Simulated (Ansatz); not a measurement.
Crystal: GaGe3.

```
Ge Ga
1.0
     5.98504    0.00000    0.00000
    -2.99252    5.18319    0.00000
     0.00000    0.00000    5.03495
Ge Ga
6 2
Direct
  0.16356 0.32712 0.25000
  0.16356 0.83644 0.25000
  0.67288 0.83644 0.25000
  0.83644 0.67288 0.75000
  0.83644 0.16356 0.75000
  0.32712 0.16356 0.75000
  0.33333 0.66667 0.75000
  0.66667 0.33333 0.25000
```

The cell comes from a database or a generator and needn't be the stable form of this composition.

Base run:

```yaml
Program: Ansatz 0.2.0
Functional: PBE
Potentials_or_basis: Ansatz PAW
Cutoff: 420 eV
Density_cutoff: 1680 eV
k_mesh: 5 × 5 × 5
Occupations: fermi-dirac, width 0.05 eV
Spin: no spin polarisation
```

Its results: band gap on the k mesh none (metal or under the smearing width); pressure -0.8 GPa; largest force 0.176 eV/Å.

Q: The run is repeated on the same cell with these changes: functional from PBE to PBEsol; occupations from fermi-dirac, width 0.05 eV to gaussian, width 0.1 eV. What comes out?

A: Band gap on the k mesh none (metal or under the smearing width); pressure -4.2 GPa; largest force 0.168 eV/Å.

Caveats: the PAW data sets come from PBE, with cores solved anew for the run's functional, which leaves a small shift of forces and pressure (some runs).

Not every run made on this cell is shown here.
